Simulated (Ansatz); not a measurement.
**HI+ (doublet): a ladder of functionals and wavefunction methods**

An exercise on one series of results from a longer session: the logs are not shown, and one member is left open.

Method: functionals in def2-TZVPP, the program's frozen cores in correlated methods; program: Ansatz 0.2.0, Gaussian basis.

Plan: LDA (SPW92), PBE-D4, revPBE-D4, BLYP-D4, r2SCAN-D4, B97M-V, PBE0-D4, B3LYP-D4, r2SCANh-D4, r2SCAN0-D4, HSE06-D4, BHLYP-D4, CAM-B3LYP-D4, LC-ωPBE, ωB97X-V, ωB97M-V, B2PLYP, PBE-QIDH; CCSD(T)/def2-SVP; CCSD(T)/def2-TZVPP; CCSD(T)/def2-QZVPP; extrapolation to the limit; RPA on PBE.

## The relaxed structure

All runs share one geometry, relaxed beforehand with PBE0-D4 in a triple-zeta def2 set. I takes the def2 core potential; no spin-orbit term is included.

SMILES `[IH+]`, 2 atoms, charge 1, spin multiplicity 2.

Atoms are counted from 1 here; the program's logs count them from 0.

Bond lengths: I1–H2 1.633 Å.

The first run:

File in.yaml:

```yaml
crystal:
  periodic: [false, false, false]
  atoms:
    - {symbol: I, position_ang: [-0.693810, 0.249307, -0.351202]}
    - {symbol: H, position_ang: [0.693810, -0.249307, 0.351202]}
basis:
  gaussian: {orbitals: def2-TZVPP}
total_charge: 1
magnetization: {spin_polarized: true, initial_magnetization: 1}
hamiltonian: {xc: lda}
output: {orbitals: {seedname: orbitals}}
```

Started as:

```console
ansatz run in.yaml --threads 2 --pin off --events-out ev --progress --plain --max-ram 32768MiB --backend cpu
```

Among the steps run: LDA; PBE-D4 (GGA); revPBE-D4 (GGA); BLYP-D4 (GGA); r2SCAN-D4 (meta-GGA); B97M-V (meta-GGA); B3LYP-D4 (hybrid); r2SCANh-D4 (hybrid); r2SCAN0-D4 (hybrid); HSE06-D4 (hybrid); BHLYP-D4 (hybrid); CAM-B3LYP-D4 (range-separated); LC-ωPBE (range-separated); ωB97X-V (range-separated); ωB97M-V (range-separated); B2PLYP (double hybrid); PBE-QIDH (double hybrid).

One of the session's tables, all rows but one given; the rest of the session is left out.

It belongs to the step «Frontier levels by functional». Levels, from each run's orbital file (highest filled and lowest empty over both spins):

| functional | HOMO (eV) | LUMO (eV) | gap (eV) |
| --- | --- | --- | --- |
| LDA (SPW92) | -14.57 | -14.72 | -0.16 |
| PBE-D4 | -14.43 | -14.28 | 0.15 |
| revPBE-D4 | -14.39 | -14.14 | 0.25 |
| BLYP-D4 | ? | ? | ? |
| r2SCAN-D4 | -14.72 | -13.90 | 0.82 |
| B97M-V | -14.70 | -14.08 | 0.62 |
| PBE0-D4 | -15.64 | -13.15 | 2.49 |
| B3LYP-D4 | -15.41 | -13.58 | 1.83 |
| r2SCANh-D4 | -15.16 | -13.49 | 1.67 |
| r2SCAN0-D4 | -15.83 | -12.88 | 2.94 |
| HSE06-D4 | -15.24 | -13.53 | 1.71 |
| BHLYP-D4 | -16.69 | -12.11 | 4.59 |
| CAM-B3LYP-D4 | -17.00 | -12.06 | 4.93 |
| LC-ωPBE | -18.43 | -10.52 | 7.91 |
| ωB97X-V | -18.05 | -10.98 | 7.07 |
| ωB97M-V | -17.88 | -10.94 | 6.94 |

**Question.** Estimate the row for BLYP-D4.

Worked estimate for «HOMO (eV)». Against the share of exact exchange, B3LYP-D4 (0.2, -15.41), BHLYP-D4 (0.5, -16.69) give a slope of -4.27 per unit share; at 0 the line stands at -14.56.

**Answer.** HOMO (eV): -14.28; LUMO (eV): -14.29; gap (eV): -0.01. In «HOMO (eV)» the line misses by -0.28.

Limits of these values: A negative gap means that an empty level lies below a filled one: whole occupations of an open shell aren't an aufbau state there.
